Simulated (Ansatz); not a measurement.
# AlF₃ (SMILES [F][Al]([F])[F]): one structure at several levels

The task here is to estimate one member of a computed series from the others.

Computed with Ansatz 0.2.0, Gaussian basis. Level: single points in def2-TZVPP.

Cores are frozen in the correlated methods.

**The starting structure**

SMILES `[F][Al]([F])[F]`, 4 atoms, charge 0, spin multiplicity 1.

Atoms are counted from 1 here; the program's logs count them from 0.

Bond lengths: F1–Al2 1.623 Å, Al2–F3 1.651 Å, Al2–F4 1.603 Å. Angles: F1–Al2–F3 117.4°, F1–Al2–F4 119.8°, F3–Al2–F4 120.4°.

Geometry (Å):

```
F     0.8378   -0.7058    1.2058
Al    0.0681   -0.0662   -0.0717
F    -1.4485   -0.6265   -0.4037
F     0.5742    1.3230   -0.6923
```

The first run:

run/in.yaml reads:

```yaml
crystal:
  periodic: [false, false, false]
  atoms:
    - {symbol: F, position_ang: [0.837800, -0.705800, 1.205800]}
    - {symbol: Al, position_ang: [0.068100, -0.066200, -0.071700]}
    - {symbol: F, position_ang: [-1.448500, -0.626500, -0.403700]}
    - {symbol: F, position_ang: [0.574200, 1.323000, -0.692300]}
basis:
  gaussian: {orbitals: def2-TZVPP}
correlation: {method: ccsd_t}
output: {forces: true}
```

No record of the launch command was kept for these runs.

Steps of the session up to this table: CCSD(T)/def2-TZVPP; PBE0-D4/def2-TZVPP; wB97M-V/def2-TZVPP; r2SCAN-D4/def2-TZVPP; PBE-D4/def2-TZVPP; wB97X-V/def2-TZVPP; HSE06-D4/def2-TZVPP.

One table of the session follows, with a row left open; its other results are not shown here.

| method | RMS force component (eV/Å) | angle to CCSD(T) forces (°) | dipole (D) |
| --- | --- | --- | --- |
| CCSD(T) | 0.593 | reference | 1.20 |
| PBE0-D4 | 0.567 | 5.9 | 1.17 |
| wB97M-V | 0.581 | 2.0 | 1.16 |
| r2SCAN-D4 | 0.571 | 2.0 | 1.15 |
| PBE-D4 | 0.656 | 21.1 | 1.09 |
| wB97X-V | 0.589 | 3.3 | 1.18 |
| HSE06-D4 | ? | ? | ? |

Estimate the missing values for HSE06-D4.

**Answer.** RMS force component (eV/Å): 0.567; angle to CCSD(T) forces (°): 5.7; dipole (D): 1.17.
